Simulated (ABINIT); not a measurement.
A run of ABINIT 10.8.3 (patched build) is set up as follows.

run.abi

```
# Datasets: one volume each
ndtset 7
scalecart1 3*0.9795861087
scalecart2 3*0.9864848297
scalecart3 3*0.9932883884
scalecart4 3*1.0000000000
scalecart5 3*1.0066227096
scalecart6 3*1.0131594038
scalecart7 3*1.0196128224

# Pseudopotentials
pp_dirpath "./"
pseudos "Te.GGA_PBE-JTH.xml, Sn.GGA_PBE-JTH.xml"

# Structure
acell 10.319016323 10.319016323 10.319016323
rprim
     0.0000000000     0.7071067812     0.7071067812
     0.7071067812     0.0000000000     0.7071067812
     0.7071067812     0.7071067812     0.0000000000
ntypat 2
znucl 52 50
natom 4
typat 1 1 1 2
xred
     0.5000000000     0.5000000000     0.5000000000
     0.7500000000     0.7500000000     0.7500000000
     0.2500000000     0.2500000000     0.2500000000
     0.0000000000     0.0000000000     0.0000000000

# Plane-wave basis
ecut 26.0
pawecutdg 48.0

# k points
kptopt 1
ngkpt 4 4 4
nshiftk 1
shiftk 0.0 0.0 0.0

# Exchange and correlation
ixc -497498
usekden 1
pawxcdev 0

# Bands and occupations
nband 20
occopt 3
tsmear 0.00183747

# SCF cycle
nstep 100
tolvrs 1.0e-7

# Output
iomode 3
prtwf 0
prtden 0
prteig 0
prtebands 0
enunit 2
prtvol 2
```

Potentials or basis: JTH PAW PBE v2.0.

The run is started by

```bash
$ mpirun --bind-to none -np 4 abinit run.abi > log 2>&1
```

(1) What does it give for the bulk modulus?

(2) Estimate the equilibrium volume.

(3) Predict the pressure derivative of the bulk modulus.

Results:

(1) 52 GPa.

(2) 29.02 Å³/atom.

(3) 4.4 (rough: it moves with the points fitted).

Caveat: pressures at fixed basis lie under the slope of the energies; the PAW data sets were made with another functional, which shifts forces and pressure a little.
